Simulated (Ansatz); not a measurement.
Predict the output of the script below (Ansatz 0.2.0 through its Python package).

The script, `c3h7fsn.py`:
```python
"""C3H7FSn through the session interface."""

import ansatz as az
import numpy as np


def main() -> None:
    deck = {
        "crystal": {
            "periodic": [False, False, False],
            "atoms": [
                {"symbol": "C", "position_ang": [-1.4094, -1.2433, 0.2909]},
                {"symbol": "C", "position_ang": [-0.3193, -0.8894, 0.8963]},
                {"symbol": "C", "position_ang": [0.8633, -0.4459, 0.1175]},
                {"symbol": "Sn", "position_ang": [0.6507, 1.5008, -0.7462]},
                {"symbol": "F", "position_ang": [0.1808, 2.7648, 0.6443]},
                {"symbol": "H", "position_ang": [-1.5446, -1.1156, -0.8026]},
                {"symbol": "H", "position_ang": [-2.2895, -1.5229, 0.8607]},
                {"symbol": "H", "position_ang": [-0.2155, -0.9608, 1.9709]},
                {"symbol": "H", "position_ang": [1.7676, -0.3622, 0.8626]},
                {"symbol": "H", "position_ang": [1.1358, -1.1819, -0.6425]},
                {"symbol": "H", "position_ang": [-0.7819, 1.4065, -1.8347]},
                {"symbol": "H", "position_ang": [2.0389, 1.9948, -1.583]},
            ],
        },
        "basis": {"gaussian": {"orbitals": "def2-SVP"}},
        "hamiltonian": {"xc": "r2scan"},
        "output": {"forces": True},
    }
    session = az.Session.from_dict(deck)
    summary = session.plan(threads=1).execute().report

    print("reference energy %16.6f eV" % summary["reference_energy_ev"])
    print("total energy     %16.6f eV" % summary["free_energy_ev"])
    print("occupied orbitals outside the frozen core (up, down):", summary["n_occupied"], " frozen:", summary["n_frozen"], " virtual:", summary["n_virtual"])
    symbols = ["C", "C", "C", "Sn", "F", "H", "H", "H", "H", "H", "H", "H"]

    print("forces (eV/A)")
    for symbol, f in zip(symbols, summary["forces_ev_ang"]):
        print(f"  {symbol:2s} {f[0]:9.4f} {f[1]:9.4f} {f[2]:9.4f}")
    charges = summary["charge_distribution"]
    dipole = np.array(charges["dipole_moment_e_ang"]) * 4.803205
    print("dipole (D): {:.3f} {:.3f} {:.3f}, length {:.3f}".format(*dipole, np.linalg.norm(dipole)))
    print("atom  Mulliken   Lowdin")
    for symbol, m, l in zip(symbols, charges["mulliken_charges_e"], charges["lowdin_charges_e"]):
        print(f"{symbol:4s} {m:9.3f} {l:8.3f}")


if __name__ == "__main__":
    main()
```

```console
$ python c3h7fsn.py
reference energy    -11766.946917 eV
total energy        -11766.946917 eV
occupied orbitals outside the frozen core (up, down): [28, 28]  frozen: 0  virtual: [89, 89]
forces (eV/A)
  C    -2.8332   -0.3160   -1.3024
  C     1.9910    0.4747    0.2057
  C     2.2724    0.3125    2.3652
  Sn   -1.1770   -0.5564   -1.1827
  F     0.0795    0.1551    0.1632
  H     0.1160   -0.2352    0.4003
  H    -0.3166   -0.3041    0.0557
  H    -0.0655    0.0767    0.5297
  H    -1.2118   -0.1809   -1.4302
  H     0.1466    0.0101   -0.4013
  H     0.7067    0.2353    0.5958
  H     0.2920    0.3283    0.0010
dipole (D): 1.204 -1.883 -1.113, length 2.496
atom  Mulliken   Lowdin
C       -0.080   -0.003
C       -0.084   -0.063
C       -0.268   -0.110
Sn       0.775    0.387
F       -0.434   -0.168
H        0.046    0.020
H        0.050    0.007
H        0.042    0.022
H        0.079    0.046
H        0.091    0.030
H       -0.116   -0.083
H       -0.101   -0.085
```

Total energies depend on the basis set; only differences at equal settings carry meaning. The geometry is a force-field or estimated start, not a minimum of this method, and the basis set is short of its limit. def2 sets replace the cores of elements past krypton by effective core potentials. The Löwdin charges here are taken after orthogonalising the functions within each atom; they differ from plain Löwdin charges, and their signs can be unphysical. Timing: 8.9 s on 1 thread of Arm Neoverse V1, with other jobs on the host, peak memory 0.23 GiB.
